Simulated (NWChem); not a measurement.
**One shape, several levels: GeN2H4 (SMILES [NH2][Ge][NH2])**

Wanted: a comparison of 6 runs (HF/STO-3G, HF/3-21G, HF/6-31G*, PBE0/STO-3G, B3LYP/6-31G*) of GeN2H4. 

The calculation is run with NWChem 7.3.0.

## 1. Starting point

GeN2H4: 7 atoms, total charge 0, spin state singlet. As SMILES, `[NH2][Ge][NH2]`. The shape is that of a PBE0-D4/def2-TZVP optimisation. This is one conformer, not always the lowest.

Bond lengths: N1–Ge2 1.827 Å, Ge2–N3 1.827 Å, N1–H4 1.006 Å, N1–H5 1.008 Å, N3–H6 1.008 Å, N3–H7 1.006 Å. Angles: N1–Ge2–N3 97.3°, Ge2–N1–H4 120.9°, Ge2–N1–H5 126.9°, Ge2–N3–H6 126.9°, Ge2–N3–H7 120.9°, H4–N1–H5 112.3°, H6–N3–H7 112.3°.

## 2. Energy and gradient at HF/STO-3G (run 1)

run.py reads:

```python
from ase import Atoms
from ase.calculators.nwchem import NWChem

system = Atoms(['N', 'Ge', 'N', 'H', 'H', 'H', 'H'], positions=[
    [-1.179700, 0.092100, -0.683900],
    [-0.069700, -1.237600, -0.102500],
    [1.194700, -0.165000, 0.665000],
    [-2.029900, -0.124000, -1.176400],
    [-1.047800, 1.084700, -0.566600],
    [1.191600, 0.842500, 0.702200],
    [2.002000, -0.560700, 1.116500],
])

calc = NWChem(
    label='job',
    theory='scf',
    memory='2200 mb',
    basis='STO-3G',
    basispar='spherical bse',
    scf={'nopen': '0', 'rhf': None, 'thresh': '1e-08', 'maxiter': '80', 'print': 'low'},
)
system.calc = calc

forces = system.get_forces()
print("Total energy (eV):", round(system.get_potential_energy(), 6))
print("forces (eV/A):")
for s, f in zip(system.symbols, forces):
    print(f"{s:2s} {f[0]:10.5f} {f[1]:10.5f} {f[2]:10.5f}")
```

Command:

```
$ export ASE_NWCHEM_COMMAND="nwchem PREFIX.nwi > PREFIX.nwo"
$ python run.py
```

Log:

```text
Total energy (eV): -58819.259317
forces (eV/A):
N     2.66546   -2.85058    1.40598
Ge    0.24919    3.90057    0.30504
N    -2.98808   -2.23773   -1.80353
H    -0.51242    0.11447   -0.28884
H    -0.05965    0.54569   -0.01059
H     0.12650    0.52440    0.09642
H     0.51900    0.00314    0.29552
```

The calculator wrote job.nwi:

```
title "job"

permanent_dir job

scratch_dir job

start job

geometry units angstrom nocenter noautosym noautoz
  N  -1.1797000000000000e+00 9.2100000000000001e-02 -6.8389999999999995e-01
  Ge -6.9699999999999998e-02 -1.2376000000000000e+00 -1.0249999999999999e-01
  N  1.1947000000000001e+00 -1.6500000000000001e-01 6.6500000000000004e-01
  H  -2.0299000000000000e+00 -1.2400000000000000e-01 -1.1763999999999999e+00
  H  -1.0478000000000001e+00 1.0847000000000000e+00 -5.6659999999999999e-01
  H  1.1916000000000000e+00 8.4250000000000003e-01 7.0220000000000005e-01
  H  2.0019999999999998e+00 -5.6069999999999998e-01 1.1165000000000000e+00
end

memory 2200 mb

basis spherical bse noprint
   * library STO-3G
end

scf
  nopen 0
  rhf
  thresh 1e-08
  maxiter 80
  print low
end

task scf gradient
```

job.nwo:

```text
Northwest Computational Chemistry Package (NWChem) 7.3.0
             --------------------------------------------------------

           Job information
           ---------------

    nwchem branch   = 7.3.0
    use scalapack   = T
    input           = job.nwi
    prefix          = job.
    data base       = job/job.db
    status          = startup
    nproc           =        1

           Memory information
           ------------------

    heap     =     72089596 doubles =      550.0 Mbytes
    stack    =     72089601 doubles =      550.0 Mbytes
    global   =    144179200 doubles =     1100.0 Mbytes (distinct from heap & stack)
    total    =    288358397 doubles =     2200.0 Mbytes
    verify   = yes
    hardfail = no

           Directory information
           ---------------------

  0 permanent = job
  0 scratch   = job

                                NWChem Input Module
                                -------------------

                                        job
                                        ---

[... 27 lines left out ...]
            Nuclear Dipole moment (a.u.)
[... 65 lines left out ...]
 Forming initial guess at       0.0s

 Starting SCF solution at       0.1s

       Final RHF  results
       ------------------

         Total SCF energy =  -2161.567928390421
      One-electron energy =  -3405.873154614189
      Two-electron energy =   1057.782793114542
 Nuclear repulsion energy =    186.522433109225

        Time for solution =      1.1s

                              NWChem Gradients Module
                              -----------------------

                         RHF ENERGY GRADIENTS

    atom               coordinates                        gradient
                 x          y          z           x          y          z
   1 N      -2.229310   0.174044  -1.292384   -0.051835   0.055435  -0.027342
   2 Ge     -0.131714  -2.338725  -0.193697   -0.004846  -0.075854  -0.005932
   3 N       2.257656  -0.311805   1.256668    0.058109   0.043517   0.035073
   4 H      -3.835955  -0.234326  -2.223074    0.009965  -0.002226   0.005617
   5 H      -1.980055   2.049786  -1.070719    0.001160  -0.010612   0.000206
   6 H       2.251797   1.592094   1.326966   -0.002460  -0.010198  -0.001875
   7 H       3.783231  -1.059569   2.109879   -0.010093  -0.000061  -0.005747

 Task  times  cpu:        1.4s     wall:        1.4s
 Total times  cpu:        1.4s     wall:        1.4s
```

Wall time 2.2 s (1 thread of AMD EPYC 9R45 (Zen 5), shared host); peak memory 0.1 GiB.

## 3. Energy and forces at HF/3-21G (run 2)

geh4n2.xyz reads:

```xyz
7
GeH4N2 gradient
N     -1.179700     0.092100    -0.683900
Ge    -0.069700    -1.237600    -0.102500
N      1.194700    -0.165000     0.665000
H     -2.029900    -0.124000    -1.176400
H     -1.047800     1.084700    -0.566600
H      1.191600     0.842500     0.702200
H      2.002000    -0.560700     1.116500
```

geh4n2.nw reads:

```
START geh4n2
TITLE "GeH4N2 gradient"
memory total 2200 mb
GEOMETRY noautosym nocenter noautoz
  load format xyz geh4n2.xyz
END
BASIS spherical bse
  N library 3-21G
  Ge library 3-21G
  H library 3-21G
END
SCF
  thresh 1e-08
  maxiter 80
  print medium
END
TASK scf gradient
```

Command:

```
$ nwchem geh4n2.nw > geh4n2.out
```

Log:

```text
[...]
  functions       =    48
[...]
  wavefunction    = RHF
[...]
         Total SCF energy =  -2176.014576090190
      One-electron energy =  -3407.173882092826
      Two-electron energy =   1044.636872893410
 Nuclear repulsion energy =    186.522433109226
        Time for solution =      1.2s
[...]
                         RHF ENERGY GRADIENTS
    atom               coordinates                        gradient
                 x          y          z           x          y          z
   1 N      -2.229310   0.174044  -1.292384   -0.006626   0.010315  -0.003498
   2 Ge     -0.131714  -2.338725  -0.193697   -0.001568  -0.024472  -0.001908
   3 N       2.257656  -0.311805   1.256668    0.007926   0.008725   0.004775
   4 H      -3.835955  -0.234326  -2.223074   -0.003056  -0.002157  -0.001741
   5 H      -1.980055   2.049786  -1.070719    0.000829   0.005122   0.000729
   6 H       2.251797   1.592094   1.326966   -0.000172   0.005251   0.000097
   7 H       3.783231  -1.059569   2.109879    0.002668  -0.002782   0.001547
[...]
```

It took 2 s on 1 thread of AMD EPYC 9R45 (Zen 5), shared host; peak memory 0.1 GiB.

Runs 3 to 4 aren't shown in full; the table further down has their settings and results.

## 4. Energy and forces at B3LYP/6-31G(d) (spherical functions) (run 5)

geh4n2.nw reads:

```
start geh4n2
title "GeH4N2"
memory 2200 mb

geometry noautosym nocenter noautoz
N    -1.179700    0.092100   -0.683900
Ge   -0.069700   -1.237600   -0.102500
N     1.194700   -0.165000    0.665000
H    -2.029900   -0.124000   -1.176400
H    -1.047800    1.084700   -0.566600
H     1.191600    0.842500    0.702200
H     2.002000   -0.560700    1.116500
end

basis spherical bse
* library 6-31G*
end

dft
xc b3lyp
grid xfine
convergence energy 1e-08
maxiter 100
mulliken
print medium
end

task dft gradient
```

Command:

```
$ nwchem geh4n2.nw > geh4n2.out
```

Log:

```text
[...]
          Wavefunction type:  closed shell.
          No. of atoms     :     7
          No. of electrons :    50
[...]
          Charge           :     0
          Spin multiplicity:     1
[...]
          AO basis - number of functions:    68
[...]
              XC Information
              --------------
                         B3LYP Method XC Potential
                     Hartree-Fock (Exact) Exchange  0.200
                        Slater Exchange Functional  0.800 local
                    Becke 1988 Exchange Functional  0.720 non-local
              Lee-Yang-Parr Correlation Functional  0.810
                  VWN I RPA Correlation Functional  0.190 local
[...]
 d= 0,ls=0.0,diis     1  -2188.6302195117 -2.38D+03  1.50D-02  5.20D-01     1.5
[...]
 d= 0,ls=0.0,diis     8  -2188.6908592727  1.00D-09  2.64D-06  6.31D-08     9.2
         Total DFT energy =    -2188.690859272683
      One electron energy =    -3417.835766859698
           Coulomb energy =     1137.056489469332
    Exchange-Corr. energy =      -94.434014991543
 Nuclear repulsion energy =      186.522433109226
[...]
      Total Density - Mulliken Population Analysis
     ---------------------------------------------
    Atom       Charge   Shell Charges
 -----------   ------   -------------------------------------------------------
    1 N    7     7.79   2.00  0.78  2.51  0.82  1.67  0.02
    2 Ge  32    31.69   2.00  2.00  6.00  2.00  5.99  1.49  1.48  0.34  0.25  6.86  2.94  0.35
    3 N    7     7.79   2.00  0.78  2.51  0.82  1.67  0.02
    4 H    1     0.68   0.51  0.17
    5 H    1     0.69   0.51  0.18
    6 H    1     0.69   0.51  0.18
    7 H    1     0.68   0.51  0.17
[...]
  wavefunction    = closed shell
                         DFT ENERGY GRADIENTS
    atom               coordinates                        gradient
                 x          y          z           x          y          z
   1 N      -2.229310   0.174044  -1.292384    0.001842  -0.002348   0.000988
   2 Ge     -0.131714  -2.338725  -0.193697    0.000756   0.011269   0.000814
   3 N       2.257656  -0.311805   1.256668   -0.002162  -0.001924  -0.001303
   4 H      -3.835955  -0.234326  -2.223074    0.004322   0.001373   0.002566
   5 H      -1.980055   2.049786  -1.070719   -0.000849  -0.005277  -0.000718
   6 H       2.251797   1.592094   1.326966    0.000187  -0.005373  -0.000142
   7 H       3.783231  -1.059569   2.109879   -0.004096   0.002280  -0.002205
[...]
```

Run time: 13 s. Hardware: 1 thread of AMD EPYC 9R45 (Zen 5), shared host; peak memory 0.14 GiB.

## 5. Energy and gradient at B3LYP/6-31G(d) (Cartesian functions) (run 6)

test.nw reads:

```
start test
title "GeH4N2"
memory stack 880 mb heap 220 mb global 1100 mb

geometry units au noautosym nocenter noautoz
N     -2.22930991     0.17404378    -1.29238370
Ge    -0.13171391    -2.33872505    -0.19369693
N      2.25765580    -0.31180481     1.25666787
H     -3.83595506    -0.23432604    -2.22307381
H     -1.98005503     2.04978593    -1.07071882
H      2.25179765     1.59209426     1.32696568
H      3.78323170    -1.05956944     2.10987922
end

basis
N library 6-31G*
Ge library 6-31G*
H library 6-31G*
end

dft
xc b3lyp
grid xfine
convergence energy 1e-08
iterations 100
mulliken
end

task dft gradient
```

Command:

```
$ nwchem test.nw > test.out
```

Log:

```text
[...]
          Wavefunction type:  closed shell.
          No. of atoms     :     7
          No. of electrons :    50
[...]
          Charge           :     0
          Spin multiplicity:     1
[...]
          AO basis - number of functions:    73
[...]
              XC Information
              --------------
                         B3LYP Method XC Potential
                     Hartree-Fock (Exact) Exchange  0.200
                        Slater Exchange Functional  0.800 local
                    Becke 1988 Exchange Functional  0.720 non-local
              Lee-Yang-Parr Correlation Functional  0.810
                  VWN I RPA Correlation Functional  0.190 local
[...]
 d= 0,ls=0.0,diis     1  -2188.6354626619 -2.38D+03  1.48D-02  1.35D+00     1.6
[...]
 d= 0,ls=0.0,diis     8  -2188.6988021759 -4.96D-09  2.40D-06  3.45D-08     9.7
         Total DFT energy =    -2188.698802175853
      One electron energy =    -3417.838238930090
           Coulomb energy =     1137.013324007809
    Exchange-Corr. energy =      -94.396306938940
 Nuclear repulsion energy =      186.522419685368
[...]
      Total Density - Mulliken Population Analysis
     ---------------------------------------------
    Atom       Charge   Shell Charges
 -----------   ------   -------------------------------------------------------
    1 N    7     7.81   1.99  0.78  2.52  0.82  1.69  0.03
    2 Ge  32    31.64   2.00  1.99  6.00  1.93  5.99  1.50  1.47  0.37  0.25  6.93  2.97  0.24
    3 N    7     7.81   1.99  0.78  2.52  0.82  1.69  0.03
    4 H    1     0.68   0.51  0.17
    5 H    1     0.69   0.51  0.18
    6 H    1     0.69   0.51  0.19
    7 H    1     0.68   0.51  0.17
[...]
  wavefunction    = closed shell
                         DFT ENERGY GRADIENTS
    atom               coordinates                        gradient
                 x          y          z           x          y          z
   1 N      -2.229310   0.174044  -1.292384    0.001790  -0.001978   0.000974
   2 Ge     -0.131714  -2.338725  -0.193697    0.000724   0.010779   0.000777
   3 N       2.257656  -0.311805   1.256668   -0.002064  -0.001571  -0.001232
   4 H      -3.835955  -0.234326  -2.223074    0.004349   0.001247   0.002576
   5 H      -1.980055   2.049786  -1.070719   -0.000712  -0.005286  -0.000641
   6 H       2.251798   1.592094   1.326966    0.000051  -0.005352  -0.000219
   7 H       3.783232  -1.059569   2.109879   -0.004138   0.002161  -0.002235
[...]
```

Wall time 13 s (1 thread of AMD EPYC 9R45 (Zen 5), shared host); peak memory 0.14 GiB.

## 6. Overview of the runs

```tsv
run	level	iteration cap	module	energy (Eh)	largest force (eV/Å)	wall time
1	HF/STO-3G	80	scf	-2161.567928	4.148	2.2 s
2	HF/3-21G	80	scf	-2176.014576	1.265	2 s
3	HF/6-31G* (spherical functions)	80	scf	-2186.315205	0.475	11 s
4	PBE0/STO-3G	100	dft	-2163.172788	5.504	4.8 s
5	B3LYP/6-31G* (spherical functions)	100	dft	-2188.690859	0.582	13 s
6	B3LYP/6-31G* (Cartesian functions)	100	dft	-2188.698802	0.557	13 s
```

## 7. Summary of results

| quantity | value |
| --- | --- |
| run 6: total energy | -2188.69880 Eh |
| run 6: dipole moment | 1.87 D |
| run 6: HOMO energy | -6.30 eV |
| run 6: LUMO energy | -0.52 eV |
| run 6: HOMO–LUMO gap | 5.78 eV |
| run 6: largest force on an atom | 0.557 eV/Å |

**Reading.** Over runs 2, 3, 4, 5, 6 the dipole moment (its size) runs from 1.66 D (HF/6-31G*) to 1.89 D (B3LYP/6-31G*). Over runs 2, 4, 5, 6 the HOMO–LUMO gap runs from 5.78 eV (B3LYP/6-31G*) to 11.71 eV (HF/3-21G). The two ends differ in method and basis. Totals of different functionals can't be ranked against each other. In runs 1, 4 the basis is minimal, so the values are rough. All runs together took 46 s, the longest 13 s.
